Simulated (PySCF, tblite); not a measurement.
# C₆H₁₁BrSi₂: geometry, infrared bands and NMR shifts

Wanted: the infrared bands and NMR shifts of C₆H₁₁BrSi₂ (`C#CCC[Si]1(Br)C[SiH2]C1`), by calculation.

The runs use tblite 0.8.0 and PySCF 2.14.0, with density-fitted response routines of our own; the level of theory stands in each step. All values are computed, except where a source is named. Atoms are numbered from 0 throughout.

**1. The molecule as given**

20 atoms, charge 0, multiplicity 1; geometry from: force field or distance geometry start.

Bonds of the start (Å): C0–C1 1.21, C1–C2 1.47, C2–C3 1.51, C3–Si4 1.85, Si4–Br5 2.24, Si4–C6 1.86, C6–Si7 1.88, Si7–C8 1.87, C8–Si4 1.89, C0–H9 1.07, C2–H10 1.09, C2–H11 1.13, C3–H12 1.10, C3–H13 1.11, C6–H14 1.11, C6–H15 1.10, Si7–H16 1.47, Si7–H17 1.45, C8–H18 1.12, C8–H19 1.09.

**2. Optimising the geometry with GFN2-xTB**

The job: settings as JSON, then the geometry in Å.

```
{"job": {"kind": "relax", "xc": "GFN2-xTB", "basis": "xTB"}, "charge": 0, "multiplicity": 1}
C      3.339100     1.115000    -0.030800
C      2.741400     0.222800    -0.582800
C      2.048400    -0.881400    -1.258400
C      0.848900    -1.287300    -0.427800
Si    -0.344300     0.092000    -0.144200
Br     0.373800     2.126800    -0.743200
C     -1.173900     0.186600     1.515300
Si    -2.623400     0.914000     0.562500
C     -2.078300    -0.238900    -0.811400
H      3.853100     1.906000     0.469400
H      2.758700    -1.692900    -1.412800
H      1.704200    -0.534800    -2.279200
H      0.338800    -2.132700    -0.920900
H      1.248400    -1.644300     0.550000
H     -0.744800     0.917400     2.238700
H     -1.354300    -0.824100     1.917800
H     -3.930800     0.626100     1.164200
H     -2.356100     2.304400     0.231000
H     -2.422200    -1.289000    -0.621000
H     -2.231900     0.125100    -1.829300
```

The run is started by

```
OMP_NUM_THREADS=1 python probes_run.py task.json out
```

The driver reads the jobs from task.json and runs them one after another.

**Question.** This job is followed by: GFN2-xTB harmonic vibrations, gas phase; GIAO PBE0/pcSseg-1 NMR shielding, non-relativistic, gas phase. What will the session give for the following? strongest single infrared mode (GFN2-xTB); zero-point energy (GFN2-xTB); 13C shifts against TMS (PBE0/pcSseg-1, means over atoms taken as alike); 1H shifts against TMS (PBE0/pcSseg-1, means over atoms taken as alike); 29Si shifts against TMS (PBE0/pcSseg-1); 79Br shifts against HBr (PBE0/pcSseg-1).

**Answer**, as computed:

```
                                                               quantity                                         value
                              strongest single infrared mode (GFN2-xTB)                         2280 cm⁻¹, 482 km/mol
                                           zero-point energy (GFN2-xTB)                                 91.2 kcal/mol
13C shifts against TMS (PBE0/pcSseg-1, means over atoms taken as alike)              89.8, 78.2, 23.8, 15.5, 13.1 ppm
 1H shifts against TMS (PBE0/pcSseg-1, means over atoms taken as alike)  4.83, 4.71, 2.79, 1.42, 1.17, 1.15, 1.15 ppm
                                29Si shifts against TMS (PBE0/pcSseg-1)                               52.5, -45.7 ppm
                                79Br shifts against HBr (PBE0/pcSseg-1)                                        30 ppm
```

What this shows: Over 208 steps the energy fell by 0.889 eV; of the close pairs, C3–Si4 changed most, 1.846 to 1.898 Å. No mode is imaginary among the 54: a minimum at this level. The strongest single mode, at 2280 cm⁻¹, moves mainly H16. Unscaled tight-binding wavenumbers are off by several per cent, some by more. Its intensities can rank the bands wrongly. At PBE0/pcSseg-1: The widest tensor belongs to Br5: span 454 ppm, with a paramagnetic part of -535 ppm. Spin-orbit coupling is left out, which matters for shieldings and couplings at and beside the heavy atoms.
